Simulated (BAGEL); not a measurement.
# GeHOF (SMILES [OH][Ge][F]) at PBE0/aug-cc-pVDZ (density fitting with qzvpp-jkfit)

What is the energy change on altering one bond length of GeHOF at PBE0/aug-cc-pVDZ (density fitting with qzvpp-jkfit)? 

The calculation is run with BAGEL 1.2.2.

2 further runs of the same task are left out: 2 set aside as unsound or not needed.

**1. The molecule**

GeHOF has 4 atoms, charge 0, and is taken as a singlet. As SMILES, `[OH][Ge][F]`. The shape is that of a PBE0-D4/def2-TZVP optimisation.

Bond lengths: O1–Ge2 1.771 Å, Ge2–F3 1.767 Å, O1–H4 0.964 Å. Angles: O1–Ge2–F3 97.0°, Ge2–O1–H4 113.8°.

**2. A single-point energy at PBE0/aug-cc-pVDZ (density fitting with qzvpp-jkfit)**

The input, job.json:

```json
{ "bagel" : [

{
  "title" : "molecule",
  "basis" : "aug-cc-pvdz.json",
  "df_basis" : "qzvpp-jkfit",
  "angstrom" : "true",
  "geometry" : [
    { "atom" : "O", "xyz" : [      -0.819700,       0.539200,      -0.381100 ] },
    { "atom" : "Ge", "xyz" : [      -0.389900,      -0.693000,       0.815800 ] },
    { "atom" : "F", "xyz" : [       1.336900,      -0.758800,       0.447800 ] },
    { "atom" : "H", "xyz" : [      -0.071800,       0.852400,      -0.902700 ] }
  ]
},

{
  "title" : "ks",
  "xc_func" : "pbe0"
},

{
  "title" : "print",
  "file" : "orbitals.molden",
  "orbitals" : "true"
}

]}
```

The basis set aug-cc-pVDZ is read from a file made from the Basis Set Exchange's data (not shown).

Command:

```sh
BAGEL_NUM_THREADS=1 BAGEL job.json > job.out
```

What it wrote:

```text
* using 1 threads per process

  ===============================================================
  ===============================================================

  *** Geometry ***

  { "atom" : "O", "xyz" : [     -1.549009,      1.018940,     -0.720175 ] },
  { "atom" : "Ge", "xyz" : [     -0.736804,     -1.309580,      1.541639 ] },
  { "atom" : "F", "xyz" : [      2.526375,     -1.433924,      0.846219 ] },
  { "atom" : "H", "xyz" : [     -0.135682,      1.610803,     -1.705856 ] },

  Number of auxiliary basis functions:      438

  Since a DF basis is specified, we compute 2- and 3-index integrals:
    o Being stored without compression. Storage requirement is 0.029 GB

  Number of basis functions:       91
  Number of electrons      :       50

    * METHOD: MOLECULE                             0.22

  *** Kohn-Sham DFT ***

    * Removing 5626 points whose weight is below 1.00e-10
    * Grid points: 53998

  === Nuclear Repulsion ===
   190.6711972541

       - DIIS with orbital gradients will be used.

  === KS iteration (pbe0 / aug-cc-pvdz.json) ===
      0      -2229.37919149          0.09290601           0.26
      1      -2102.00955779          0.24882110           0.24
      2      -2217.94010185          0.10102512           0.25
      3      -2210.25478962          0.15142628           0.25
      4      -2247.76849495          0.07838612           0.25
      5      -2237.25375139          0.12270510           0.25
      6      -2247.28904883          0.11468228           0.25
      7      -2249.28641609          0.09430418           0.25
      8      -2231.80487019          0.17055458           0.25
      9      -2250.35484382          0.06665534           0.25
     10      -2251.80401212          0.02787815           0.25
     11      -2251.75291387          0.03553322           0.25
     12      -2252.28632691          0.00513287           0.25
     13      -2252.29932063          0.00105182           0.25
     14      -2252.29983457          0.00026248           0.25
     15      -2252.29986569          0.00006355           0.25
     16      -2252.29986757          0.00001084           0.25
     17      -2252.29986764          0.00000342           0.25
     18      -2252.29986764          0.00000059           0.25
     19      -2252.29986764          0.00000037           0.25
     20      -2252.29986764          0.00000007           0.24
     21      -2252.29986764          0.00000002           0.25
     22      -2252.29986764          0.00000001           0.25
    * SCF iteration converged.

    * Permanent dipole moment:
           (    0.253343,     0.045624,    -0.112513) a.u.

    * METHOD: KS                                   5.97

    * METHOD: PRINT                                0.02

  ===============================================================
```

Wall time 6.6 s (1 thread of Arm Neoverse V1, shared host); peak memory 0.27 GiB.

**3. The distorted shape**

The input, input.json:

```json
{ "bagel" : [

{
  "title" : "molecule",
  "basis" : "aug-cc-pvdz.json",
  "df_basis" : "qzvpp-jkfit",
  "angstrom" : true,
  "geometry" : [
    { "atom" : "O", "xyz" : [      -1.717219,       0.163344,       0.244847 ] },
    { "atom" : "Ge", "xyz" : [      -1.287419,      -1.068856,       1.441747 ] },
    { "atom" : "F", "xyz" : [       0.439381,      -1.134656,       1.073747 ] },
    { "atom" : "H", "xyz" : [      -0.071800,       0.852400,      -0.902700 ] }
  ]
},

{
  "title" : "ks",
  "xc_func" : "pbe0"
},

{
  "title" : "print",
  "file" : "orbitals.molden",
  "orbitals" : true
}

]}
```

The basis set aug-cc-pVDZ is read from a file made from the Basis Set Exchange's data (not shown).

Command:

```sh
BAGEL_NUM_THREADS=1 BAGEL input.json > input.out
```

What it wrote:

```text
* using 1 threads per process

  ===============================================================
  ===============================================================

  *** Geometry ***

  { "atom" : "O", "xyz" : [     -3.245074,      0.308675,      0.462694 ] },
  { "atom" : "Ge", "xyz" : [     -2.432869,     -2.019845,      2.724507 ] },
  { "atom" : "F", "xyz" : [      0.830310,     -2.144189,      2.029088 ] },
  { "atom" : "H", "xyz" : [     -0.135682,      1.610803,     -1.705856 ] },

  Number of auxiliary basis functions:      438

  Since a DF basis is specified, we compute 2- and 3-index integrals:
    o Being stored without compression. Storage requirement is 0.029 GB

  Number of basis functions:       91
  Number of electrons      :       50

    * METHOD: MOLECULE                             0.22

  *** Kohn-Sham DFT ***

    * Removing 4727 points whose weight is below 1.00e-10
    * Grid points: 54897

  === Nuclear Repulsion ===
   185.9925687549

       - DIIS with orbital gradients will be used.

  === KS iteration (pbe0 / aug-cc-pvdz.json) ===
      0      -2230.52875460          0.08908473           0.26
      1      -2110.94668946          0.22538064           0.25
      2      -2219.98381151          0.09424912           0.25
      3      -2211.30238536          0.14829959           0.25
      4      -2248.64477907          0.06364048           0.26
      5      -2238.01810668          0.11100522           0.25
      6      -2245.47065981          0.12092267           0.25
      7      -2247.93053780          0.09373984           0.25
      8      -2233.78647968          0.13729977           0.25
      9      -2250.78091626          0.05085892           0.25
     10      -2250.59275701          0.04322040           0.25
     11      -2251.77470038          0.02297860           0.25
     12      -2252.06134360          0.00868156           0.25
     13      -2252.09670882          0.00355734           0.25
     14      -2252.09268856          0.00453686           0.26
     15      -2252.10361521          0.00062139           0.25
     16      -2252.10388223          0.00004486           0.25
     17      -2252.10388438          0.00001215           0.25
     18      -2252.10388450          0.00001131           0.25
     19      -2252.10388457          0.00000523           0.25
     20      -2252.10388460          0.00000065           0.25
     21      -2252.10388460          0.00000060           0.26
     22      -2252.10388460          0.00000060           0.26
     23      -2252.10388460          0.00000011           0.26
     24      -2252.10388460          0.00000013           0.25
     25      -2252.10388460          0.00000005           0.25
     26      -2252.10388460          0.00000001           0.25
     27      -2252.10388460          0.00000001           0.25
    * SCF iteration converged.

    * Permanent dipole moment:
           (   -0.014892,     0.134800,    -0.138994) a.u.

    * METHOD: KS                                   7.34

    * METHOD: PRINT                                0.02

  ===============================================================
```

Wall time 7.8 s (1 thread of Arm Neoverse V1, shared host); peak memory 0.28 GiB.

**4. Summary of results**

Level: PBE0/aug-cc-pVDZ (density fitting with qzvpp-jkfit).

| quantity | value |
| --- | --- |
| first shape: total energy | -2252.29987 Eh |
| first shape: dipole moment | 0.71 D |
| first shape: HOMO energy | -8.46 eV |
| first shape: LUMO energy | -2.18 eV |
| first shape: HOMO–LUMO gap | 6.28 eV |
| distorted shape: total energy | -2252.10388 Eh |
| distorted shape: dipole moment | 0.49 D |
| distorted shape: HOMO energy | -8.29 eV |
| distorted shape: LUMO energy | -5.13 eV |
| distorted shape: HOMO–LUMO gap | 3.16 eV |
| energy change with the O1–H4 bond stretched from 0.964 to 2.121 Å | 5.333 eV |

In words: One bond (distorted shape) is far stretched, which a spin-restricted single reference describes badly; a broken-symmetry solution may lie lower. With the O1–H4 bond stretched from 0.964 to 2.121 Å the energy rises by 5.33 eV (123 kcal/mol). The first shape isn't relaxed at this level, so the change isn't measured from a minimum. A restricted reference can't describe the breaking bond well at this length.
